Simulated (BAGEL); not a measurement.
**A workflow on GeSiH5Cl (SMILES [SiH3][GeH2][Cl])**

We compute the energy (HF/def2-SVP), then the energy (NEVPT2(2,2)/def2-SVP) of GeSiH5Cl. 

The results are computed with BAGEL 1.2.2.

1 further run of the same task is left out (set aside as unsound or not needed).

### Step 1. Starting point

GeSiH5Cl has 8 atoms, charge 0, and is taken as a singlet. As SMILES, `[SiH3][GeH2][Cl]`. Geometry: relaxed at PBE0-D4/def2-TZVP.

Bond lengths: Si1–Ge2 2.380 Å, Ge2–Cl3 2.169 Å, Si1–H4 1.487 Å, Si1–H5 1.484 Å, Si1–H6 1.484 Å, Ge2–H7 1.537 Å, Ge2–H8 1.537 Å. Some angles: Si1–Ge2–Cl3 106.5°, Si1–Ge2–H7 114.0°, Si1–Ge2–H8 114.0°, Cl3–Ge2–H7 106.1°, Cl3–Ge2–H8 106.1°, Ge2–Si1–H4 109.5°, Ge2–Si1–H5 108.9°, Ge2–Si1–H6 108.9°, H7–Ge2–H8 109.6°, H4–Si1–H5 109.7°.

### Step 2. A single-point energy at HF/def2-SVP (density fitting with svp-jkfit) (run 1)

Contents of job.json:

```json
{ "bagel": [

{
  "title": "molecule",
  "basis": "svp",
  "df_basis": "svp-jkfit",
  "angstrom": "true",
  "geometry": [
    { "atom": "Si", "xyz": [      -0.863592,       0.827317,      -0.302506 ] },
    { "atom": "Ge", "xyz": [       0.738308,      -0.881983,       0.118394 ] },
    { "atom": "Cl", "xyz": [       1.963108,      -0.183683,       1.766194 ] },
    { "atom": "H", "xyz": [      -1.744892,       0.416217,      -1.427306 ] },
    { "atom": "H", "xyz": [      -0.149792,       2.078717,      -0.658906 ] },
    { "atom": "H", "xyz": [      -1.678492,       1.035617,       0.920194 ] },
    { "atom": "H", "xyz": [       1.703108,      -1.135183,      -1.051206 ] },
    { "atom": "H", "xyz": [       0.124600,      -2.213900,       0.579200 ] }
  ]
},

{ "title": "hf" },

{ "title": "print", "file": "orbitals.molden", "orbitals": "true" }

]}
```

Started as:

```bash
$ BAGEL_NUM_THREADS=1 BAGEL job.json > job.out
```

The program printed:

```text
* using 1 threads per process

  ===============================================================
  ===============================================================

  *** Geometry ***

  { "atom" : "Si", "xyz" : [     -1.631952,      1.563403,     -0.571653 ] },
  { "atom" : "Ge", "xyz" : [      1.395200,     -1.666706,      0.223732 ] },
  { "atom" : "Cl", "xyz" : [      3.709736,     -0.347111,      3.337623 ] },
  { "atom" : "H", "xyz" : [     -3.297368,      0.786536,     -2.697217 ] },
  { "atom" : "H", "xyz" : [     -0.283066,      3.928206,     -1.245152 ] },
  { "atom" : "H", "xyz" : [     -3.171890,      1.957033,      1.738915 ] },
  { "atom" : "H", "xyz" : [      3.218408,     -2.145185,     -1.986491 ] },
  { "atom" : "H", "xyz" : [      0.235460,     -4.183665,      1.094529 ] },

  Number of auxiliary basis functions:      612

  Since a DF basis is specified, we compute 2- and 3-index integrals:
    o Being stored without compression. Storage requirement is 0.042 GB

  Number of basis functions:       93
  Number of electrons      :       68

    * METHOD: MOLECULE                             0.38

  *** RHF ***

  === Nuclear Repulsion ===
   338.3654750282

      * DIIS with orbital gradients will be used.

  === RHF iteration (svp) ===
      0      -2826.18925718          0.00703569           0.15
      1      -2826.24093762          0.00253885           0.19
      2      -2826.24677248          0.00100738           0.14
      3      -2826.24763745          0.00023376           0.13
      4      -2826.24767182          0.00003999           0.13
      5      -2826.24767416          0.00000706           0.15
      6      -2826.24767425          0.00000180           0.13
      7      -2826.24767426          0.00000049           0.14
      8      -2826.24767426          0.00000013           0.14
      9      -2826.24767426          0.00000004           0.16
     10      -2826.24767426          0.00000001           0.14
     11      -2826.24767426          0.00000000           0.17
    * SCF iteration converged.

    * Permanent dipole moment:
           (    0.605419,     0.139033,     0.677875) a.u.

    * METHOD: HF                                   2.05

    * METHOD: PRINT                                0.02

  ===============================================================
```

Wall time 2.8 s (1 thread of Intel Xeon 6975P-C (Granite Rapids), shared host); peak memory 0.18 GiB.

### Step 3. A single-point energy at NEVPT2(2,2)/def2-SVP (density fitting with svp-jkfit) (run 2)

Contents of calc.json:

```json
{ "bagel": [

{
  "title": "molecule",
  "basis": "svp",
  "df_basis": "svp-jkfit",
  "angstrom": "true",
  "geometry": [
    { "atom": "Si", "xyz": [   -0.863592,    0.827317,   -0.302506 ] },
    { "atom": "Ge", "xyz": [    0.738308,   -0.881983,    0.118394 ] },
    { "atom": "Cl", "xyz": [    1.963108,   -0.183683,    1.766194 ] },
    { "atom": "H", "xyz": [   -1.744892,    0.416217,   -1.427306 ] },
    { "atom": "H", "xyz": [   -0.149792,    2.078717,   -0.658906 ] },
    { "atom": "H", "xyz": [   -1.678492,    1.035617,    0.920194 ] },
    { "atom": "H", "xyz": [    1.703108,   -1.135183,   -1.051206 ] },
    { "atom": "H", "xyz": [    0.124600,   -2.213900,    0.579200 ] }
  ]
},
{
  "title": "hf"
},
{
  "title": "nevpt2",
  "nstate": 1,
  "nact": 2,
  "nclosed": 33,
  "active": [28, 36],
  "maxiter": 200,
  "natocc": "true",
  "ncore": 19
},
{
  "title": "print",
  "file": "orbitals.molden",
  "orbitals": "true"
}

]}
```

Started as:

```bash
$ BAGEL_NUM_THREADS=1 BAGEL calc.json > calc.out
```

The program printed:

```text
* using 1 threads per process

  ===============================================================
  ===============================================================

  *** Geometry ***

  { "atom" : "Si", "xyz" : [     -1.631952,      1.563403,     -0.571653 ] },
  { "atom" : "Ge", "xyz" : [      1.395200,     -1.666706,      0.223732 ] },
  { "atom" : "Cl", "xyz" : [      3.709736,     -0.347111,      3.337623 ] },
  { "atom" : "H", "xyz" : [     -3.297368,      0.786536,     -2.697217 ] },
  { "atom" : "H", "xyz" : [     -0.283066,      3.928206,     -1.245152 ] },
  { "atom" : "H", "xyz" : [     -3.171890,      1.957033,      1.738915 ] },
  { "atom" : "H", "xyz" : [      3.218408,     -2.145185,     -1.986491 ] },
  { "atom" : "H", "xyz" : [      0.235460,     -4.183665,      1.094529 ] },

  Number of auxiliary basis functions:      612

  Since a DF basis is specified, we compute 2- and 3-index integrals:
    o Being stored without compression. Storage requirement is 0.042 GB

  Number of basis functions:       93
  Number of electrons      :       68

    * METHOD: MOLECULE                             0.30

  *** RHF ***

  === Nuclear Repulsion ===
   338.3654750282

      * DIIS with orbital gradients will be used.

  === RHF iteration (svp) ===
      0      -2826.18925718          0.00703569           0.12
      1      -2826.24093762          0.00253885           0.11
      2      -2826.24677248          0.00100738           0.11
      3      -2826.24763745          0.00023376           0.12
      4      -2826.24767182          0.00003999           0.11
      5      -2826.24767416          0.00000706           0.10
      6      -2826.24767425          0.00000180           0.15
      7      -2826.24767426          0.00000049           0.12
      8      -2826.24767426          0.00000013           0.11
      9      -2826.24767426          0.00000004           0.11
     10      -2826.24767426          0.00000001           0.11
     11      -2826.24767426          0.00000000           0.11
    * SCF iteration converged.

    * Permanent dipole moment:
           (    0.605419,     0.139033,     0.677875) a.u.

    * METHOD: HF                                   1.65

    * freezing 19 orbitals
  ---------------------------
      CASSCF calculation
  ---------------------------

    ==== Active orbitals : =====
         Orbital 28
         Orbital 36
    ============================

    * nstate   :      1
    * nclosed  :     33
    * nact     :      2
    * nvirt    :     58
  === CASSCF iteration (svp) ===

    * Using the second-order algorithm

      0  0     -2826.24819787     6.34e-05      0.03

      1  0     -2826.24880668     8.14e-05      0.82

      2  0     -2826.24902418     2.23e-05      0.77

      3  0     -2826.24903151     8.49e-06      0.79

      4  0     -2826.24903164     2.15e-06      0.88

      5  0     -2826.24903165     4.73e-07      0.79

      6  0     -2826.24903165     9.79e-08      0.82

      7  0     -2826.24903165     1.97e-08      0.69

      8  0     -2826.24903165     3.91e-09      0.58

    * Second-order optimization converged. *

     guess   0:   closed 1.                   open ..

  === FCI iteration ===

      0  0     -2826.24766818     1.99e-02      0.00
      1  0     -2826.24902947     5.73e-04      0.00
      2  0 *   -2826.24903165     4.82e-16      0.00

     * ci vector, state   0, <S^2> = 0.0000
       2.     0.9994120508

  === DF-NEVPT2 calculation ===

    * 3-index integral transformation done
    * assembly done

      NEVPT2 correlation energy:   -0.4657531158      0.15

          (+0)     -0.3915874954
          (+0)'    -0.0128587811
          (+1)     -0.0144124198
          (+1)'    -0.0000000000
          (+2)     -0.0020279381
          (-1)     -0.0399322928
          (-1)'     0.0000000000
          (-2)     -0.0049341887

      NEVPT2 total energy:       -2826.7147847619

    * METHOD: NEVPT2                               6.78

    * METHOD: PRINT                                0.01

  ===============================================================
```

It took 9.3 s on 1 thread of Intel Xeon 6975P-C (Granite Rapids), shared host; peak memory 0.18 GiB.

### Step 4. Results

```
                                 quantity           value
         run 1, HF/def2-SVP: total energy  -2826.24767 Eh
        run 1, HF/def2-SVP: dipole moment          2.34 D
          run 1, HF/def2-SVP: HOMO energy       -10.87 eV
          run 1, HF/def2-SVP: LUMO energy         2.90 eV
        run 1, HF/def2-SVP: HOMO–LUMO gap        13.77 eV
run 2, NEVPT2(2,2)/def2-SVP: total energy  -2826.71478 Eh
```
